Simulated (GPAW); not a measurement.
## HPbNO4 in GPAW: the effect of functional

HPbNO4:

```
CELL_PARAMETERS angstrom
4.19923 0.11117 0.16817
1.91600 3.89132 0.12568
1.76085 1.25259 6.37266
ATOMIC_POSITIONS crystal
H 0.89145 0.68202 0.62796
Pb 0.14426 0.92872 0.88352
N 0.25670 0.28861 0.30171
O 0.83108 0.65056 0.78405
O 0.38694 0.22380 0.11295
O 0.31104 0.03576 0.45856
O 0.07726 0.60633 0.32275
```

The cell was built by a generator and needn't be a form met in nature.

Alike in all runs:

| Item | Value |
| --- | --- |
| Program | GPAW 26.7.0 |
| Task | band structure |
| Cutoff | 800 eV |
| Basis | pw |
| k mesh | 5 × 5 × 3 |
| Occupations | fermi-dirac, width 0.05 eV |
| Spin | no spin polarisation |

```tsv
functional	potentials or basis	gap on the mesh (eV)	pressure (GPa)	largest force (eV/Å)
RPBE	the program's PAW data sets (release 1.2.1) made for this functional	?	?	?
revPBE	the program's PAW data sets (release 1.2.1) made for this functional	2.91	1.8	0.18
BLYP	PAW data sets generated in the run's folder for this functional	2.83	2.1	0.51
```

**Question.** What does the run with functional RPBE give?

**Answer.** gap on the mesh 2.91 eV; pressure 2.4 GPa; largest force 0.24 eV/Å.

Caveats: spin-orbit coupling is left out, which as a rule narrows the gap of such compounds by several tenths of an eV.

A k mesh can miss the band edges.

Runs at the PBE level aren't shown here.
